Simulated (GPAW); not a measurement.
Runs of GPAW 26.7.0 on GaGe. The structure is cubic, space group F-43m (No. 216). Conventional cell: a = 5.796 Å, b = 5.796 Å, c = 5.796 Å, α = 90.00°, β = 90.00°, γ = 90.00°. Around Ge (site symmetry -43m) lie 4 Ga at 2.51 Å. Ga (site symmetry -43m) has 4 Ge at 2.51 Å as nearest neighbours. The cell comes from a database or a generator and needn't be the stable form of this composition.

```tsv
task	level	potentials or basis	cell	k mesh	cutoff (eV)	optimizer	fmax	max steps	convergence	band path	gap on the mesh (eV)	pressure (GPa)	relaxed volume (Å³/atom)
relaxation of cell and atoms	PBEsol	PAW data sets generated in the run's folder for this functional, pw	relaxed	8 × 8 × 8	600	BFGS	0.02 eV/Å	60	density=1e-05 forces=0.0001	-	none	0.1	23.49
relaxation of cell and atoms	PBEsol+D3	PAW data sets generated in the run's folder for this functional, pw	relaxed	8 × 8 × 8	600	BFGS	0.02 eV/Å	60	density=1e-05 forces=0.0001	-	none	0.0	23.16
relaxation of cell and atoms	PBEsol+D4	PAW data sets generated in the run's folder for this functional, pw	relaxed	8 × 8 × 8	600	BFGS	0.02 eV/Å	60	density=1e-05 forces=0.0001	-	none	0.0	(b)
band structure	LDA	the program's PAW data sets (release 1.2.1) made for this functional, pw	as given	8 × 8 × 8	600	-	-	-	-	GXWKGLUWLK,UX	-	(a)	-
relaxation of cell and atoms	PBEsol+D3(BJ)+ATM	PAW data sets generated in the run's folder for this functional, pw	relaxed	8 × 8 × 8	600	BFGS	0.02 eV/Å	60	density=1e-05 forces=0.0001	-	none	0.0	22.92
band structure	PBEsol	PAW data sets generated in the run's folder for this functional, pw	as given	8 × 8 × 8	600	-	-	-	-	GXWKGLUWLK,UX	-	-1.8	-
single point	PBEsol	PAW data sets generated in the run's folder for this functional, pw	as given	8 × 8 × 8	600	-	-	-	-	-	none	-1.8	-
single point	PBEsol	PAW data sets generated in the run's folder for this functional, pw	atoms moved at random, drawn with an rms of 0.05 Å	8 × 8 × 8	600	-	-	-	-	-	none	-1.7	-
```

Alike in all rows: no spin polarisation; smearing fermi-dirac 0.05 eV.

Problem. Fill in the values left out.

Solution. (a) -3.5; (b) 23.02.

Caveats: later steps reuse the first step's grids (some runs); pairwise dispersion overbinds metals, which lowers pressure and volume (some runs).

A k mesh can miss the band edges, and the runs leave out spin-orbit coupling on Ga, Ge.

A gap of «none» marks a metal or a gap under the smearing width.
